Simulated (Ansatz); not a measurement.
Relaxation of a periodic cell of 49 atoms, W$_{24}$C$_{25}$ (host WC, host structure P-6m2, interstitial C), to a largest force component of 0.08 eV/Å in at most 25 steps.

Level of theory: Ansatz 0.2.0, DFT PBEsol, scalar-relativistic, plane waves, PAW. Settings: PAW set soft_1, cutoff 420 eV, k mesh 2x2x2, fermi-dirac smearing 0.1 eV, no spin polarisation.

```xyz
49
Lattice="-2.8446 4.9271 5.5878 5.6893 0.0000 5.5878 4.2670 7.3906 0.0000" Properties=species:S:1:pos:R:3:forces:R:3
W 0.000 0.000 0.000 0.32 -0.05 0.35
C 1.422 0.821 1.397 -0.27 -0.16 -0.85
W -1.422 2.464 2.794 -0.03 -0.18 0.00
C 0.000 3.285 4.191 0.01 -0.02 -0.05
W 2.845 0.000 2.794 0.01 -7.18 -2.02
C 4.267 0.821 4.191 0.97 -0.63 0.68
W 1.422 2.464 0.000 0.03 -0.09 0.15
C 2.845 3.285 1.397 0.00 0.34 -0.90
W 1.422 2.464 2.794 -8.57 4.57 -3.21
C 2.845 3.285 4.191 0.02 0.75 0.44
W 1.422 2.464 5.588 -0.66 0.21 0.90
C 2.845 3.285 6.985 0.04 0.02 -0.05
W 0.000 4.927 2.794 0.07 0.08 0.00
C 1.422 5.748 4.191 -0.01 0.00 0.06
W 0.000 4.927 5.588 0.07 -0.02 0.12
C 1.422 5.748 6.985 0.22 -0.15 -0.85
W 4.267 2.464 2.794 7.72 4.11 -2.68
C 5.689 3.285 4.191 -0.07 -0.01 -0.06
W 4.267 2.464 5.588 0.58 0.25 0.82
C 5.689 3.285 6.985 -0.66 0.38 -0.85
W 2.845 4.927 0.000 0.06 -0.12 0.07
C 4.267 5.748 1.397 -0.08 0.05 0.03
W 2.845 4.927 2.794 -0.05 0.02 -0.10
C 4.267 5.748 4.191 -0.12 0.04 -0.05
W 2.845 4.927 5.588 -0.06 0.33 0.40
C 4.267 5.748 6.985 -0.02 0.00 -0.04
W 2.845 4.927 8.382 0.02 -0.06 0.01
C 4.267 5.748 9.779 -0.03 -0.05 0.03
W 1.422 7.391 2.794 -0.11 0.11 0.09
C 2.845 8.212 4.191 0.02 0.01 0.01
W 1.422 7.391 5.588 -0.03 0.03 0.06
C 2.845 8.212 6.985 0.53 0.31 -0.64
W 5.689 4.927 2.794 0.04 -0.02 -0.06
C 7.112 5.748 4.191 0.01 0.07 -0.17
W 5.689 4.927 5.588 -0.03 -0.01 0.09
C 7.112 5.748 6.985 -0.01 0.10 -0.13
W 4.267 7.391 2.794 0.01 0.02 0.02
C 5.689 8.212 4.191 -0.88 -0.64 0.59
W 4.267 7.391 5.588 -0.21 0.00 0.26
C 5.689 8.212 6.985 0.03 0.01 -0.12
W 4.267 7.391 8.382 0.10 0.05 0.03
C 5.689 8.212 9.779 -0.01 0.01 0.06
W 2.845 9.854 5.588 0.19 -0.16 0.01
C 4.267 10.675 6.985 0.04 -0.53 -0.65
W 7.112 7.391 5.588 -0.03 -0.47 0.76
C 8.534 8.212 6.985 -0.04 -0.02 -0.05
W 5.689 9.854 8.382 0.08 -0.13 0.04
C 7.112 10.675 9.779 0.01 0.07 -0.08
C 2.828 1.686 3.511 0.78 -1.25 7.56
```

Question: Where does it end, and by what steps?

Answer: The run converged. The force dipped under the threshold on the way, but the program's further checks kept it going. Limits of this set-up: coarse k mesh, PAW files made for another functional, a small cell, in which the defect meets its images, a typed lattice constant that wasn't relaxed here. After 6 steps the energy has fallen by 4.095 eV; C49 moved furthest, 0.66 Å. The start is strongly strained (largest force component 9 eV/Å).

```tsv
step	energy less start (eV)	largest force component (eV/Å)	accepted
0	0.0000	8.574	yes
1	-2.0341	3.266	yes
2	-2.3993	3.378	yes
3	-3.1082	3.304	yes
4	-3.8263	1.727	yes
5	-4.0953	0.049	yes
6	-4.0953	0.049	yes
```

```xyz
49
Lattice="-2.8446 4.9271 5.5878 5.6893 0.0000 5.5878 4.2670 7.3906 0.0000" Properties=species:S:1:pos:R:3
W 0.001 0.000 -0.007
C 1.417 0.820 1.373
W -1.425 2.466 2.785
C -0.008 3.290 4.179
W 2.843 -0.043 2.744
C 4.265 0.823 4.177
W 1.425 2.467 -0.018
C 2.848 3.289 1.373
W 1.384 2.489 2.744
C 2.841 3.282 4.177
W 1.382 2.485 5.611
C 2.843 3.290 6.982
W -0.002 4.933 2.783
C 1.428 5.742 4.178
W -0.003 4.930 5.569
C 1.428 5.747 6.962
W 4.308 2.488 2.740
C 5.695 3.288 4.180
W 4.303 2.487 5.610
C 5.687 3.301 6.973
W 2.845 4.924 -0.014
C 4.263 5.749 1.383
W 2.846 4.926 2.773
C 4.263 5.751 4.176
W 2.845 4.927 5.579
C 4.264 5.751 6.970
W 2.845 4.927 8.360
C 4.258 5.748 9.766
W 1.425 7.390 2.789
C 2.854 8.211 4.175
W 1.426 7.390 5.565
C 2.855 8.217 6.962
W 5.687 4.927 2.779
C 7.110 5.744 4.177
W 5.689 4.930 5.576
C 7.113 5.739 6.979
W 4.266 7.390 2.773
C 5.689 8.214 4.175
W 4.269 7.392 5.580
C 5.689 8.210 6.980
W 4.271 7.393 8.368
C 5.693 8.210 9.765
W 2.839 9.854 5.571
C 4.253 10.669 6.970
W 7.111 7.347 5.613
C 8.537 8.209 6.981
W 5.688 9.851 8.373
C 7.109 10.683 9.763
C 2.842 1.646 4.174
```

Whether the end is a true minimum wasn't checked by a vibrational analysis.

The run took 2.3 min on 4 threads of Intel(R) Xeon(R) Platinum 8259CL CPU @ 2.50GHz (Skylake/Cascade Lake), on a shared host, peak memory 2.9 GiB.
